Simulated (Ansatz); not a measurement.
**Ge6H12: a ladder of functionals and wavefunction methods**

How much do the methods differ for Ge6H12? The plan is to run it at one geometry with functionals of several rungs and with coupled cluster, and see how far each lands from CCSD(T) at the basis-set limit for the atomisation energy.

Computed with Ansatz 0.2.0, Gaussian basis. Level: functionals in def2-TZVPP, the program's frozen cores in correlated methods.

The runs, in order: LDA (SPW92), PBE-D4, revPBE-D4, BLYP-D4, r2SCAN-D4, B97M-V, PBE0-D4, B3LYP-D4, r2SCANh-D4, r2SCAN0-D4, HSE06-D4, BHLYP-D4, CAM-B3LYP-D4, LC-ωPBE, ωB97X-V, ωB97M-V, B2PLYP, PBE-QIDH; CCSD(T)/def2-SVP; CCSD(T)/def2-TZVPP; MP2/def2-QZVPP; extrapolation to the limit; RPA on PBE.

## (1) Structure used throughout

The geometry comes from an earlier relaxation with PBE0-D4 in a triple-zeta def2 set; it is a stationary point, not always the lowest conformer.

18 atoms, charge 0, spin multiplicity 1.

Atoms are counted from 1 here; the program's logs count them from 0.

Bond lengths: Ge1–Ge2 2.431 Å, Ge1–Ge6 2.427 Å, Ge1–H7 1.541 Å, Ge1–H8 1.540 Å, Ge2–Ge3 2.431 Å, Ge2–H9 1.540 Å, Ge2–H10 1.540 Å, Ge3–Ge4 2.427 Å, Ge3–H11 1.540 Å, Ge3–H12 1.541 Å, Ge4–Ge5 2.431 Å, Ge4–H13 1.541 Å, Ge4–H14 1.540 Å, Ge5–Ge6 2.431 Å, Ge5–H15 1.540 Å, Ge5–H16 1.540 Å, Ge6–H17 1.541 Å, Ge6–H18 1.540 Å. Angles: Ge2–Ge1–Ge6 108.8°, Ge2–Ge1–H7 108.9°, Ge2–Ge1–H8 110.8°, Ge6–Ge1–H7 108.6°, Ge6–Ge1–H8 111.6°, H7–Ge1–H8 108.0°, Ge1–Ge2–Ge3 109.7°, Ge1–Ge2–H9 109.6°, Ge1–Ge2–H10 109.9°, Ge3–Ge2–H9 109.9°, Ge3–Ge2–H10 109.6°, H9–Ge2–H10 108.1°, Ge2–Ge3–Ge4 108.8°, Ge2–Ge3–H11 110.8°, Ge2–Ge3–H12 108.9°, Ge4–Ge3–H11 111.7°, Ge4–Ge3–H12 108.6°, H11–Ge3–H12 108.0° and more.

Geometry (Å):

```mol
Ge6H12
  3D, bonds by distance, orders not assigned

 18 18  0  0  0  0  0  0  0  0999 V2000
    0.6108    2.1425    0.0554 Ge  0  0
    2.3116    0.4594    0.4871 Ge  0  0
    1.3232   -1.7580    0.3531 Ge  0  0
   -0.4216   -1.7348   -1.3334 Ge  0  0
   -2.3115   -0.4608   -0.4869 Ge  0  0
   -1.5124    1.3510    0.9241 Ge  0  0
    0.4764    2.3381   -1.4673 H   0  0
    1.0091    3.4949    0.6754 H   0  0
    2.9150    0.6800    1.8871 H   0  0
    3.4457    0.5840   -0.5477 H   0  0
    2.3966   -2.8189    0.0460 H   0  0
    0.6868   -2.1046    1.7132 H   0  0
    0.1248   -1.0393   -2.5956 H   0  0
   -0.8529   -3.1605   -1.7249 H   0  0
   -3.1224    0.1169   -1.6622 H   0  0
   -3.2378   -1.3862    0.3245 H   0  0
   -1.2890    0.8119    2.3505 H   0  0
   -2.5523    2.4843    1.0015 H   0  0
  1  2  8  0
  2  3  8  0
  3  4  8  0
  4  5  8  0
  5  6  8  0
  1  7  8  0
  1  8  8  0
  2  9  8  0
  2 10  8  0
  3 11  8  0
  3 12  8  0
  4 13  8  0
  4 14  8  0
  5 15  8  0
  5 16  8  0
  6 17  8  0
  6 18  8  0
  1  6  8  0
M  END
```

## (2) LDA

This LDA is Slater exchange with PW92 correlation.

in.yaml

```yaml
crystal:
  periodic: [false, false, false]
  atoms:
    - {symbol: Ge, position_ang: [0.610800, 2.142524, 0.055450]}
    - {symbol: Ge, position_ang: [2.311565, 0.459358, 0.487149]}
    - {symbol: Ge, position_ang: [1.323202, -1.758027, 0.353087]}
    - {symbol: Ge, position_ang: [-0.421563, -1.734816, -1.333440]}
    - {symbol: Ge, position_ang: [-2.311481, -0.460794, -0.486902]}
    - {symbol: Ge, position_ang: [-1.512411, 1.350977, 0.924124]}
    - {symbol: H, position_ang: [0.476380, 2.338114, -1.467309]}
    - {symbol: H, position_ang: [1.009126, 3.494887, 0.675368]}
    - {symbol: H, position_ang: [2.914957, 0.680048, 1.887144]}
    - {symbol: H, position_ang: [3.445689, 0.584020, -0.547745]}
    - {symbol: H, position_ang: [2.396587, -2.818856, 0.046023]}
    - {symbol: H, position_ang: [0.686788, -2.104557, 1.713246]}
    - {symbol: H, position_ang: [0.124775, -1.039319, -2.595559]}
    - {symbol: H, position_ang: [-0.852889, -3.160484, -1.724893]}
    - {symbol: H, position_ang: [-3.122443, 0.116893, -1.662231]}
    - {symbol: H, position_ang: [-3.237823, -1.386199, 0.324466]}
    - {symbol: H, position_ang: [-1.288964, 0.811883, 2.350508]}
    - {symbol: H, position_ang: [-2.552285, 2.484346, 1.001515]}
basis:
  gaussian: {orbitals: def2-TZVPP}
hamiltonian: {xc: lda}
output: {orbitals: {seedname: orbitals}}
```

The runs that follow: PBE-D4 (GGA); revPBE-D4 (GGA); BLYP-D4 (GGA); r2SCAN-D4 (meta-GGA); B97M-V (meta-GGA); PBE0-D4 (hybrid); B3LYP-D4 (hybrid); r2SCANh-D4 (hybrid); r2SCAN0-D4 (hybrid); HSE06-D4 (hybrid); BHLYP-D4 (hybrid); CAM-B3LYP-D4 (range-separated); LC-ωPBE-D4 (range-separated); ωB97X-V (range-separated); ωB97M-V (range-separated); B2PLYP (double hybrid); PBE-QIDH (double hybrid); CCSD(T) in def2-SVP; CCSD(T) in def2-TZVPP; MP2 in def2-QZVPP; RPA on PBE orbitals.

Before running them: what should the planned runs give, taken together? Wanted: atomisation energy, CCSD(T)/CBS; farthest beyond LDA; mean size of error, GGA; mean size of error, meta-GGA; mean size of error, hybrid; mean size of error, range-separated; mean size of error, double hybrid; gap, smallest and largest; T1 diagnostic.

As calculated:

| quantity | value |
| --- | --- |
| atomisation energy, CCSD(T)/CBS | 4855.5 kJ/mol |
| functionals within 48.6 kJ/mol (1.0 %) | r2SCAN-D4, B97M-V, r2SCANh-D4, ωB97X-V |
| farthest beyond LDA | revPBE-D4 (-211.1 kJ/mol) |
| mean size of error, GGA | 167.5 kJ/mol |
| mean size of error, meta-GGA | 23.2 kJ/mol |
| mean size of error, hybrid | 85.1 kJ/mol |
| mean size of error, range-separated | 84.7 kJ/mol |
| mean size of error, double hybrid | 113.9 kJ/mol |
| gap, smallest and largest | 5.03 eV (LDA (SPW92)), 11.35 eV (LC-ωPBE) |
| T1 diagnostic | 0.0118 |
| triples share of the correlation energy | 3.7 % |

In words: The LDA atomisation energy is off by 568.1 kJ/mol (12 %): it overbinds. PBE-D4 is off by -111.1 kJ/mol. Double hybrids carry the basis error of their MP2 part in triple zeta, and no dispersion term here, so their miss is partly the set-up's. By mean error the best rung here is meta-GGA (23.2 kJ/mol) and the worst beyond LDA is GGA (167.5 kJ/mol). Misses under about 48.6 kJ/mol are within the doubt on the reference itself, which lacks core-valence correlation, relativity and higher excitations, and its outer-core shells are covered unevenly. Hartree-Fock recovers 71 % of the binding; the rest is correlation. CCSD(T) in def2-SVP is off by -359.0 kJ/mol, so the small basis spoils what the method gains. The gap grows from 5.0 to 11.3 eV across the functionals, mostly with the share of exact exchange. Correlated methods include outer-core shells of Ge, which these sets cover unevenly.
